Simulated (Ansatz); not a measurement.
**CH3ClSSi: how energies converge with the basis set**

The task here is to estimate one member of a computed series from the others.

Computed with Ansatz 0.2.0, Gaussian basis. Level: one geometry, several basis sets.

The runs, in order: PBE0-D4/def2-SVP; ωB97M-V/def2-SVP; PBE0-D4/def2-QZVPP; ωB97M-V/def2-QZVPP; the functionals' def2-TZVPP values are taken from earlier runs.

### Structure used throughout

The geometry comes from an earlier relaxation with PBE0-D4 in a triple-zeta def2 set; it is a stationary point, not always the lowest conformer.

SMILES `Cl[SiH]1CS1`, 7 atoms, charge 0, spin multiplicity 1.

Atoms are counted from 1 here; the program's logs count them from 0.

Bond lengths: Cl1–Si2 2.036 Å, Si2–C3 1.827 Å, Si2–S4 2.068 Å, Si2–H5 1.472 Å, C3–S4 1.880 Å, C3–H6 1.086 Å, C3–H7 1.086 Å. Angles: Cl1–Si2–C3 119.4°, Cl1–Si2–S4 120.5°, Cl1–Si2–H5 109.0°, C3–Si2–S4 57.3°, C3–Si2–H5 122.3°, S4–Si2–H5 120.4°, Si2–C3–S4 67.8°, Si2–C3–H6 119.3°, Si2–C3–H7 121.1°, S4–C3–H6 112.6°, S4–C3–H7 113.1°, H6–C3–H7 113.7°, Si2–S4–C3 54.9°.

Set-up of the first run:

in.yaml

```yaml
crystal:
  periodic: [false, false, false]
  atoms:
    - {symbol: Cl, position_ang: [0.964776, -1.797034, -1.507075]}
    - {symbol: Si, position_ang: [-0.003359, -0.857236, 0.018318]}
    - {symbol: C, position_ang: [-0.156981, 0.963413, -0.004954]}
    - {symbol: S, position_ang: [1.031868, 0.366906, 1.323898]}
    - {symbol: H, position_ang: [-1.080878, -1.730485, 0.511768]}
    - {symbol: H, position_ang: [0.340662, 1.528341, -0.787407]}
    - {symbol: H, position_ang: [-1.034889, 1.458095, 0.399652]}
basis:
  gaussian: {orbitals: def2-SVP}
hamiltonian: {xc: pbe0, dispersion: d4}
output: {orbitals: {seedname: orbitals}}
```

Started as:

```sh
> ansatz run in.yaml --threads 2 --pin off --events-out ev --progress --plain --max-ram 4352MiB
```

Steps of the session up to this table: PBE0-D4 in def2-SVP; ωB97M-V in def2-SVP; PBE0-D4 in def2-QZVPP; ωB97M-V in def2-QZVPP.

One table of the session follows, with a row left open; its other results are not shown here.

It belongs to the step «Functionals by basis». 

| functional | basis | HOMO (eV) | LUMO (eV) |
| --- | --- | --- | --- |
| PBE0-D4 | def2-SVP | -7.24 | -0.03 |
| PBE0-D4 | def2-TZVPP | ? | ? |
| PBE0-D4 | def2-QZVPP | -7.34 | -0.46 |
| ωB97M-V | def2-SVP | -9.37 | 2.02 |
| ωB97M-V | def2-TZVPP | -9.47 | 1.56 |
| ωB97M-V | def2-QZVPP | -9.51 | 1.22 |

Estimate the missing values for PBE0-D4, def2-TZVPP.

As computed: HOMO (eV): -7.31; LUMO (eV): -0.34. In the column «HOMO (eV)» it lies between PBE0-D4, def2-QZVPP (-7.34) and PBE0-D4, def2-SVP (-7.24).
